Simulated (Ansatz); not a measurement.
# ScBPt3, space group Pm-3m: relaxations under a series of pressures

Computed with the Python package of Ansatz (0.2.0).

`scbpt3.cif`
```cif
data_ScBPt3
_cell_length_a 4.262156
_cell_length_b 4.262156
_cell_length_c 4.262156
_cell_angle_alpha 90.00000
_cell_angle_beta 90.00000
_cell_angle_gamma 90.00000
_symmetry_space_group_name_H-M 'P 1'
_symmetry_Int_Tables_number 1
loop_
_symmetry_equiv_pos_as_xyz
'x, y, z'
loop_
_atom_site_label
_atom_site_type_symbol
_atom_site_fract_x
_atom_site_fract_y
_atom_site_fract_z
Sc1 Sc    0.000000    0.000000    0.000000
B2 B    0.500000    0.500000    0.500000
Pt3 Pt    0.000000    0.500000    0.500000
Pt4 Pt    0.500000    0.500000    0.000000
Pt5 Pt    0.500000    0.000000    0.500000
```

Notebook, run cell by cell (the value of a cell's last expression is shown):

**Cell 1**
```python
from dataclasses import dataclass

import ansatz
from ase.io import read
import numpy as np
import pandas as pd
```

**Cell 2**
```python
@dataclass(frozen=True)
class Options:
    kgrid: tuple[int, ...] = (6, 6, 6)
    smearing: str = "fermi_dirac"
    mixing_beta: float = 0.1
    cutoff_ev: int = 420
    max_scf: int = 100
```

**Cell 3**
```python
cfg = Options()
```

**Cell 4**
```python
def edges_and_angles(cell):
    cell = np.asarray(cell)
    a, b, c = np.linalg.norm(cell, axis=1)
    cosines = cell[1] @ cell[2] / (b * c), cell[0] @ cell[2] / (a * c), cell[0] @ cell[1] / (a * b)
    return (a, b, c, *np.degrees(np.arccos(cosines)))
```

**Cell 5**
```python
atoms = read("scbpt3.cif")
cell = ansatz.Crystal.from_ase(atoms)
```

**Cell 6**
```python
len(cell.resolved().sites)
```
Output:
```text
5
```

**Cell 7**
```python
calculation = (
    cell.calculation()
    .functional(ansatz.Functional.LDA)
    .kpoints(*cfg.kgrid)
    .occupations(cfg.smearing)
    .mixing("broyden", beta=cfg.mixing_beta)
    .basis(cfg.cutoff_ev, density_ratio=8)
    .scf(max_iterations=cfg.max_scf)
)
```

**Cell 8**
```python
# H = F + PV, with 1 GPa A^3 = 1/160.21766 eV
rows = []
for pressure in [-2, 0, 2, 5, 10]:
    outcome = calculation.relax(cell=True, pressure=pressure, max_displacement=0.05).run(threads=1, backend="cpu")
    cell = outcome.lattice.cell_ang
    n_atoms = len(outcome.lattice.sites)
    volume = abs(np.linalg.det(cell)) / n_atoms
    enthalpy = outcome.report["free_energy_ev"] / n_atoms + pressure * volume / 160.21766
    rows.append((pressure, volume, enthalpy, *edges_and_angles(cell)))
    print(f"{pressure} GPa done: {volume:.4f} A^3/atom")

table = pd.DataFrame(rows, columns=["P_GPa", "V_A3_atom", "H_eV_atom", "a", "b", "c", "alpha", "beta", "gamma"])
print(table.round(4).to_string(index=False))
p, v = np.array([row[0] for row in rows], float), np.array([row[1] for row in rows])
print("mean bulk modulus between rows (GPa):", np.round(-np.diff(p) / np.diff(np.log(v)), 1))
```
Output:
```text
-2 GPa done: 14.7016 A^3/atom
0 GPa done: 14.5654 A^3/atom
2 GPa done: 14.4359 A^3/atom
5 GPa done: 14.2532 A^3/atom
10 GPa done: 13.9746 A^3/atom
 P_GPa  V_A3_atom  H_eV_atom      a      b      c  alpha  beta  gamma
    -2    14.7016 -7795.5739 4.1890 4.1890 4.1890   90.0  90.0   90.0
     0    14.5654 -7795.3913 4.1760 4.1760 4.1760   90.0  90.0   90.0
     2    14.4359 -7795.2103 4.1636 4.1636 4.1636   90.0  90.0   90.0
     5    14.2532 -7794.9417 4.1460 4.1460 4.1460   90.0  90.0   90.0
    10    13.9746 -7794.5013 4.1188 4.1188 4.1188   90.0  90.0   90.0
mean bulk modulus between rows (GPa): [214.8 224.  235.5 253.3]
```

The volume falls from 14.70 Å³ an atom at -2 GPa to 13.97 at 10 GPa, by 4.9 %. Between -2 and 0 GPa, -V dP/dV is about 215 GPa, a mean over that step.

What to keep in mind:
- These settings explore the input space; cutoff and mesh may be short of convergence.
- No spin polarisation was allowed.
- At a fixed pressure a relaxation lowers the enthalpy F + PV, while F alone can rise.
- For a metal this k-point mesh is coarse: on a finer one energies can move by several to tens of meV an atom and pressures by half a GPa or more, differences at one mesh by less.
- Spin-orbit coupling, which matters for elements this heavy, is left out.
- This cell is a computed structure, which may not be the phase found in nature.
- Symmetry holds the cell in this phase, whether or not it is the stable one at each pressure.
- Hardware and time: 2.1 min on 1 thread of Arm Neoverse V1, on a shared host, peak memory 0.57 GiB.
